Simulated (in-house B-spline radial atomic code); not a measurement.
# Excited states and polarisability of Xe⁴⁴⁺ by several methods

Aim: excitation energies, oscillator strengths, polarisability and C6 of Xe⁴⁴⁺ by linear response on several mean fields, with the cost of each.

Program: in-house B-spline radial atomic code version 1. Level of theory: linear response of a closed shell, each method with its own adiabatic kernel; spin-free one-electron X2C, finite nucleus; B-spline basis; no spin-orbit coupling, no double excitations; only terms of natural parity, (−1)^L, with L up to 3 are computed. These are calculated values, not measurements, unless marked.

### 1 What is computed

| Quantity | Value |
| --- | --- |
| element | xenon (Z = 54) |
| charge | +44 |
| configuration | [He] 2s2 2p6 |
| runs | TDHF; PBE; CAM-B3LYP; LC-ωPBE; ωB97X; B97-1 |

The outer shells:

Xe⁴⁴⁺
```
[He] core
2s [↑↓]
2p [↑↓][↑↓][↑↓]
```

### 2 TDHF

Settings, as recorded:

```ini
Z = 54
electrons = 10.0
configuration = [He] 2s2 2p6
hamiltonian = x2c
method = hf
box_radius = 2.95
rms_radius = 4.7859
intervals = 63
```

Launch:

```bash
$ python run_td.py task.json out
```

One command runs all members of the session, one after another, from task.json.

### 3 PBE

The settings differ from step 2 so:

```diff
@@ -4,3 +4,3 @@
 hamiltonian = x2c
-method = hf
+method = pbe,pbe
 box_radius = 2.95
```

### 4 CAM-B3LYP

The settings differ from step 3 so:

```diff
@@ -4,3 +4,3 @@
 hamiltonian = x2c
-method = pbe,pbe
+method = camb3lyp
 box_radius = 2.95
```

### 5 LC-ωPBE

The settings differ from step 4 so:

```diff
@@ -4,3 +4,3 @@
 hamiltonian = x2c
-method = camb3lyp
+method = lc_wpbe
 box_radius = 2.95
```

### 6 ωB97X

The settings differ from step 5 so:

```diff
@@ -4,3 +4,3 @@
 hamiltonian = x2c
-method = lc_wpbe
+method = wb97x
 box_radius = 2.95
```

### 7 B97-1

The settings differ from step 6 so:

```diff
@@ -4,3 +4,3 @@
 hamiltonian = x2c
-method = wb97x
+method = b97_1
 box_radius = 2.95
```

What does the calculation give? Wanted: for each run, threshold; 2p→3s ¹P; 2p→3s ³P, Tamm-Dancoff; α; C6.

**Answer**, as computed:

| run | threshold (eV) | 2p→3s ¹P (eV) | 2p→3s ³P, Tamm-Dancoff (eV) | α (bohr³) | C6 (hartree bohr⁶) | time |
| --- | --- | --- | --- | --- | --- | --- |
| TDHF | 7778.2 | 4331.5 | 4323.1 | 0.0001883 | 5.136e-06 | 0.4 s |
| PBE | 7660.2 | 4288.5 | 4280.4 | 0.0001894 | 5.179e-06 | 0.3 s |
| CAM-B3LYP | 7686.2 | 4284.9 | 4273.1 | 0.0001892 | 5.168e-06 | 0.5 s |
| LC-ωPBE | 7665.7 | 4287.4 | 4279.3 | 0.0001895 | 5.181e-06 | 0.4 s |
| ωB97X | 7684.1 | 4305.5 | 4297.9 | 0.0001890 | 5.162e-06 | 0.5 s |
| B97-1 | 7685.7 | 4297.8 | 4289.9 | 0.0001892 | 5.169e-06 | 0.3 s |

α runs from 0.000188 (TDHF) to 0.000189 bohr³ (LC-ωPBE). The semilocal functionals put the threshold at 7660.2 eV, under Hartree-Fock's 7778.2 eV, through self-interaction. Spin-orbit coupling, absent here, splits and mixes these terms strongly in an ion this highly charged, so they need not match single real levels.
